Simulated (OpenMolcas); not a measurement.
# Ag: CASSCF and CASPT2 terms and fine-structure levels

Wanted: the level scheme of Ag from active-space wave functions, then second-order correlation under several settings.

Program: OpenMolcas 26.06. Level of theory: state-averaged CASSCF and CASPT2, spin-orbit coupling by RASSI with atomic mean-field integrals. These are calculated values, not measurements, unless marked.

2 further runs of the same task are left out: 2 set aside as unsound or not needed.

### 1 What is computed

| Item | Value |
| --- | --- |
| Species | Ag (silver, Z = 47, 47 electrons) |
| Basis | ANO-RCC-VQZP [8s7p5d3f2g1h], 104 functions |
| Scalar Hamiltonian | DKH2, point nucleus |
| Inactive shells | 1s 2s 2p 3s 3p 3d 4s 4p |
| Active space | 11 electrons in 6 orbitals (4d 5s) |
| Some configurations of this space | 4d9 5s2, 4d10 5s |
| Orbitals | optimised for the ground-state spin in each parity, averaged over the low roots |

Outer shells as boxes (Hund's rule):

4d9 5s2
```
4d [↑↓][↑↓][↑↓][↑↓][↑ ]
5s [↑↓]
```

4d10 5s
```
4d [↑↓][↑↓][↑↓][↑↓][↑↓]
5s [↑ ]
```

The work runs as a chain of OpenMolcas steps in one folder; each step below is one input file. Labels, J, g values, rates, χT and fits are worked out afterwards by a script from the matrices that RASSI stores.

### 2 One- and two-electron integrals

The input, a.inp:

```
&GATEWAY
Coord
1

Ag 0.0 0.0 0.0
Basis=ANO-RCC-VQZP
Group=XYZ
NoMove
AngMom=0.0 0.0 0.0
AMFI
&SEWARD
```

On the command line:

```console
OMP_NUM_THREADS=1 MOLCAS_MEM=1689 MOLCAS_PROJECT=a pymolcas a.inp > a.log
```

### 3 CASSCF: doublets of even parity, 6 roots

The input, a.inp:

```
&RASSCF
FileOrb=start.orb
Symmetry=1
Spin=2
nActEl=11 0 0
Inactive=9 9
Ras2=6 0
CIRoot=6 6 1
SDav=6
CIMx=300
Iter=120 100
PrWF=0.3
OrbListing=Nothing
MaxOrb=0
Atom
>>> COPY $Project.JobIph JOB001
```

start.orb holds the contracted functions of the basis, ordered by shell, or the orbitals of the step before.

### 4 RASSI: spin-orbit coupling between the states

The input, a.inp:

```
&RASSI
NrOfJobIphs=1 6
1 2 3 4 5 6
IphNames
JOB001
EJob
SpinOrbit
DIPRint=1.0
SOCoupling=1000.0
Subsets=2
MEES
Property=10
'ANGMOM' 1 'ANGMOM' 2 'ANGMOM' 3 'MLTPL  1' 1 'MLTPL  1' 2 'MLTPL  1' 3
'AMFI' 1 'AMFI' 2 'AMFI' 3 'MLTPL  2' 6
SOProperty=3
'ANGMOM' 1 'ANGMOM' 2 'ANGMOM' 3
```

### 5 CASPT2: IPEA 0.25, imaginary shift 0.1 (closed shells correlated: 4s 4p)

The input, a.inp:

```
>>> COPY JOB001 $Project.JobIph
&CASPT2
Multistate=6 1 2 3 4 5 6
Frozen=8 6
IPEA=0.25
Imaginary=0.1
MaxIter=60
WThr=0.0 0.3 0.05
PrWF=0.5
NoMix
```

### 6 CASPT2: IPEA 0.25, real shift 0.2 (closed shells correlated: 4s 4p)

a.inp: that of step 5 with these lines changed.

```diff
@@ -5,3 +5,3 @@
 IPEA=0.25
-Imaginary=0.1
+Shift=0.2
 MaxIter=60
```

(Steps that only read results are left out.)

Q: Predict the outcome of this session. Wanted: lowest level; first excited level; strongest of the lines computed, by gA.

As calculated:

| quantity | value |
| --- | --- |
| method | SS-CASPT2, IPEA 0.25, imaginary shift 0.1 (closed shells correlated: 4s 4p) |
| lowest level | 4d10 5s 2S 1/2, 100 % of that term, g = 2.002 |
| ground level listed by NIST | 2S1/2 |
| first excited level | 4d9 5s2 2D 5/2 at 29080 cm-1 |
| strongest of the lines computed, by gA (one parity, so forbidden lines), at SS-CASPT2 energies | 4d9 5s2 2D 3/2 → 4d10 5s 2S 1/2, 299.7 nm, A = 7.32e+00 s⁻¹ |

Cost and accuracy by method:

```tsv
method	time of its own steps	time with the reference	mean absolute difference from the measured levels (cm-1)
A. CASSCF	12 s	12 s	9700
B. SS-CASPT2, IPEA 0.25, imaginary shift 0.1, +4s 4p	6.9 s	19 s	1300
C. SS-CASPT2, IPEA 0.25, real shift 0.2, +4s 4p	7.2 s	19 s	1300
```

Times are of one thread on a shared host.

In words: Method B lies closest to the measured levels (1300 cm⁻¹ on average) and A farthest (9700). Only the configurations of the active space and the roots asked for are present. CASPT2 does not keep the components of a term degenerate, and the means are used. Configurations with different d counts are hard to place against each other, and can be off by thousands to tens of thousands of cm-1. Only valence configurations of the active space appear, up to the ionisation limit; * or ° marks odd parity.
